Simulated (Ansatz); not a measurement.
**ZrO2 (zirconia) at wB97X/def2-TZVP (core potential)**

Aim: the energy change on altering one bond length of ZrO2 (zirconia) at wB97X/def2-TZVP (core potential), from 2 runs. 

Program for the calculation: Ansatz 0.2.0.

2 further runs of the same task are left out: 2 set aside as unsound or not needed.

### 1 The system as given

ZrO2: 3 atoms, total charge 0, spin state singlet. As SMILES, `[O]=[Zr]=[O]`. The shape is that of a PBE0-D4/def2-TZVP optimisation.

Bond lengths: O1–Zr2 1.761 Å, Zr2–O3 1.761 Å. Angles: O1–Zr2–O3 107.9°.

### 2 A single-point energy at wB97X/def2-TZVP (core potential)

The input, molecule.yaml:

```yaml
crystal:
  periodic: [false, false, false]
  atoms:
    - {symbol: O, position_ang: [0.654500, 1.252500, 0.388400]}
    - {symbol: Zr, position_ang: [0.348500, -0.481700, 0.351800]}
    - {symbol: O, position_ang: [-1.003000, -0.770800, -0.740100]}
basis:
  gaussian:
    orbitals: def2-TZVP
hamiltonian:
  xc: {name: wB97X}
accuracy: high
output:
  orbitals: {seedname: orbitals}
```

Run with:

```console
ansatz run molecule.yaml --threads 1 --pin off --max-ram 3480MiB --events-out events.jsonl --progress --plain --runs-dir runs
```

The log of the run:

```text
Warning: RAYON_NUM_THREADS=1 ignored (pool sized by the plan → 1); use --threads N
Functional definition: wB97X
  name "wB97X"
  parameter omega = 0.3/bohr
  parameter cx = 0.157706
  parameter cx1 = 0.726479
  parameter cx2 = 1.04760
  parameter cx3 = -5.70635
  parameter cx4 = 13.2794
  parameter css1 = -4.33879
  parameter css2 = 18.2308
  parameter css3 = -31.7430
  parameter css4 = 17.2901
  parameter cos1 = 2.37031
  parameter cos2 = -11.3995
  parameter cos3 = 6.58405
  parameter cos4 = -3.78132
  exchange = spin_sum(e_x_unif_sr(omega)*poly(b97_u_x, 1 - cx, cx1, cx2, cx3, cx4)) + cx*exact_x_sr(omega)
      + exact_x_lr(omega)
  correlation = spin_sum(e_c_pw_same_spin*poly(b97_u_same, 1, css1, css2, css3, css4))
      + integral(e_c_pw_opposite_spin*poly(b97_u_opposite, 1, cos1, cos2, cos3, cos4))
1687 factors; integrals over basis functions are off by at most 3.4e-9 eV
339 factors; integrals over basis functions are off by at most 1.2e-9 eV
mean field evaluation 1: about -5354.7076 eV, gradient 1.1e2 eV
mean field evaluation 2: about -5133.4123 eV, gradient 3.3e2 eV
mean field evaluation 4: about -5375.7290 eV, gradient 5.7e0 eV
mean field evaluation 8: about -5375.7948 eV, gradient 9.1e-1 eV
mean field evaluation 16: about -5375.7976 eV, gradient 9.9e-4 eV
mean field evaluation 32: about -5375.7976 eV, gradient 1.6e-8 eV
mean field -5375.79760497 eV, -197.5569181361 hartree, gradient 1.6e-8 eV, S^2 0.000000; 0 other end points of the search recorded, 0 dependent functions left out
reference -5375.79760061 eV, -197.5569179758 hartree; 14, 14 occupied and 88, 88 virtual orbitals, 1687 factors
Total energy: -5375.79760061 eV, -197.5569179758 hartree
```

Run time: 23 s. Hardware: 1 thread of Intel Xeon Platinum 8488C (Sapphire Rapids), shared host; peak memory 0.52 GiB.

### 3 The distorted shape

The input, input.yaml:

```yaml
crystal:
  periodic: [false, false, false]
  atoms:
    - {symbol: O, position_ang: [0.700404, 1.512654, 0.393891]}
    - {symbol: Zr, position_ang: [0.348500, -0.481700, 0.351800]}
    - {symbol: O, position_ang: [-1.003000, -0.770800, -0.740100]}
basis:
  gaussian:
    orbitals: def2-TZVP
output: {orbitals: {seedname: orbitals}}
hamiltonian:
  xc: {name: wB97X}
accuracy: high
```

Run with:

```console
ansatz run input.yaml --threads 1 --pin off --max-ram 3480MiB --events-out events.jsonl --progress --plain --runs-dir runs
```

The log of the run, cut to the lines that bear on the results:

```text
Warning: RAYON_NUM_THREADS=1 ignored (pool sized by the plan → 1); use --threads N
Functional definition: wB97X
  name "wB97X"
[...]
      + exact_x_lr(omega)
[...]
      + integral(e_c_pw_opposite_spin*poly(b97_u_opposite, 1, cos1, cos2, cos3, cos4))
1674 factors; integrals over basis functions are off by at most 7.6e-9 eV
349 factors; integrals over basis functions are off by at most 1.8e-9 eV
[...]
mean field -5374.75595598 eV, -197.5186382419 hartree, gradient 8.1e-8 eV, S^2 0.000000; 0 other end points of the search recorded, 0 dependent functions left out
reference -5374.75595164 eV, -197.5186380824 hartree; 14, 14 occupied and 88, 88 virtual orbitals, 1674 factors
Total energy: -5374.75595164 eV, -197.5186380824 hartree
```

Wall time 29 s (1 thread of Intel Xeon Platinum 8488C (Sapphire Rapids), shared host); peak memory 0.51 GiB.

### 4 Outcome

Level: wB97X/def2-TZVP (core potential).

```
                                                          quantity          value
                                         first shape: total energy  -197.55692 Eh
                                          first shape: HOMO energy       -9.11 eV
                                          first shape: LUMO energy       -1.03 eV
                                        first shape: HOMO–LUMO gap        8.08 eV
                                     distorted shape: total energy  -197.51864 Eh
                                      distorted shape: HOMO energy       -8.69 eV
                                      distorted shape: LUMO energy       -1.44 eV
                                    distorted shape: HOMO–LUMO gap        7.25 eV
energy change with the O1–Zr2 bond stretched from 1.761 to 2.026 Å       1.042 eV
```

In words: With the O1–Zr2 bond stretched from 1.761 to 2.026 Å the energy rises by 1.04 eV (101 kJ/mol). The first shape isn't relaxed at this level, so the change isn't measured from a minimum.
